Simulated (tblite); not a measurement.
# C5H8ClFSi2: the cost of one run

Computed with tblite 0.8.0 and PySCF 2.14.0, with density-fitted response routines of our own, on a single molecule in the gas phase. Atoms count from 0, in the outputs and in this text.

**1. The molecule as given**

17 atoms, charge 0, multiplicity 1; geometry from: force field or distance geometry start.

Bonds of the start (Å): F0–C1 1.40, C1–C2 1.48, C2–C3 1.21, C3–C4 1.46, C4–Si5 1.88, Si5–C6 1.87, C6–Si7 1.85, Si7–Cl8 2.11, C6–C4 1.49, C1–H9 1.12, C1–H10 1.10, C4–H11 1.11, Si5–H12 1.47, Si5–H13 1.47, C6–H14 1.12, Si7–H15 1.47, Si7–H16 1.47.

**2. Relaxing the molecule with GFN2-xTB**

Job settings and geometry (Å):

```
{"job": {"kind": "relax", "xc": "GFN2-xTB", "basis": "xTB"}, "charge": 0, "multiplicity": 1}
F     -4.051800     0.116500     0.939000
C     -3.023500     1.051800     0.807200
C     -1.871400     0.472700     0.088400
C     -0.950100    -0.005600    -0.535100
C      0.177500    -0.598000    -1.248500
Si     1.092000    -2.024000    -0.435400
C      1.563400    -0.257600    -0.822400
Si     1.926700     0.924000     0.555500
Cl     3.904300     0.540500     1.186800
H     -2.664400     1.293000     1.843400
H     -3.469300     1.907000     0.283100
H     -0.032700    -0.824100    -2.317800
H      0.507900    -2.370000     0.864900
H      1.680600    -3.065500    -1.282000
H      2.280400    -0.166100    -1.675700
H      1.921300     2.304600     0.064900
H      1.002100     0.712600     1.673800
```

Command:

```
$ OMP_NUM_THREADS=1 python probes_run.py task.json out
```

The driver reads the jobs from task.json and runs them one after another.

**Question.** How long does this first job take on 1 thread of Arm Neoverse N1, shared host, and how much memory does it need?

About 2.3 s, with a peak of 0.18 GiB.
